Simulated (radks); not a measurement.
# The first electron to leave Tb⁷⁺

Aim: remove one electron from each of the outer sub-shells of Tb⁷⁺ ([Kr] 4d10 4f5 5s2 5p5) in turn, let the ion relax, and find the cheapest removal. The parent's configuration is the lowest that an earlier search found at this level.

The numbers are computed with radks (a radial shooting solver on a logarithmic mesh, Libxc functionals) version 1 (scalar-relativistic Kohn-Sham, PBEsol, spin-polarised, spherical densities, finite nucleus; open shells are filled with parallel spins first), except any that are marked as measured or tabulated.

5 further runs of the same task are left out: 2 that didn't finish, 3 set aside as unsound or not needed.

### 1 What is computed

- element: terbium (Z = 65)
- charge: +7
- electrons: 58
- configuration: [Kr] 4d10 4f5 5s2 5p5
- nuclear rms radius: 5.06 fm

The outer shells:

Tb⁷⁺
```
[Kr] core
4d [↑↓][↑↓][↑↓][↑↓][↑↓]
4f [↑ ][↑ ][↑ ][↑ ][↑ ][  ][  ]
5s [↑↓]
5p [↑↓][↑↓][↑ ]
```

### 2 The parent, Tb⁷⁺

The parent was computed earlier with the same settings: E = -11691.413752 hartree. Its outer levels (eV):

```
  level  occupation  energy (eV)
  4d up           5      -270.58
4d down           5      -265.25
  5s up           1      -148.56
5s down           1      -145.17
  4f up           5      -121.91
  5p up           3      -120.28
5p down           2      -117.39
4f down           0      -116.68
```

### 3 Remove 5p: [Kr] 4d10 4f5 5s2 5p4

Settings of this run:

```text
Z 65
configuration [Kr] 4d10 4f5 5s2 5p4
relativity scalar-relativistic
functional pbe_sol,pbe_sol
spin polarised
nucleus finite rms 5.06 fm
c 137.035999084
```

### 4 Remove 4f: [Kr] 4d10 4f4 5s2 5p5

Settings of this run:

```text
Z 65
configuration [Kr] 4d10 4f4 5s2 5p5
relativity scalar-relativistic
functional pbe_sol,pbe_sol
spin polarised
nucleus finite rms 5.06 fm
c 137.035999084
```

### 5 Remove 5s: [Kr] 4d10 4f5 5s1 5p5

Settings of this run:

```text
Z 65
configuration [Kr] 4d10 4f5 5s1 5p5
relativity scalar-relativistic
functional pbe_sol,pbe_sol
spin polarised
nucleus finite rms 5.06 fm
c 137.035999084
```

### 6 Remove 4d: [Kr] 4d9 4f5 5s2 5p5

Settings of this run:

```text
Z 65
configuration [Kr] 4d9 4f5 5s2 5p5
relativity scalar-relativistic
functional pbe_sol,pbe_sol
spin polarised
nucleus finite rms 5.06 fm
c 137.035999084
```

Before running it: what results should come out? Wanted: for each run, case; final configuration; Δ-SCF; −ε of the level emptied.

**Answer**, as computed:

```
     case    final configuration  Δ-SCF (eV)  −ε of the level emptied (eV)
remove 5p  [Kr] 4d10 4f5 5s2 5p4      125.17                        117.39
remove 4f  [Kr] 4d10 4f4 5s2 5p5      135.22                        121.91
remove 5s  [Kr] 4d10 4f5 5s1 5p5      153.71                        145.17
remove 4d   [Kr] 4d9 4f5 5s2 5p5      279.15                        265.25
```

**Reading.** The 5p electron leaves first, at 125.17 eV; the next cheapest, 4f, costs 135.22 eV. 5p is also the highest occupied level of the parent. NIST lists 125 eV (theoretical); its ground configuration differs from the one found lowest here for the parent and the ion. Open shells are spherical and high-spin; term and fine-structure splittings are not resolved. Spin-orbit splitting is averaged out at the scalar-relativistic level.
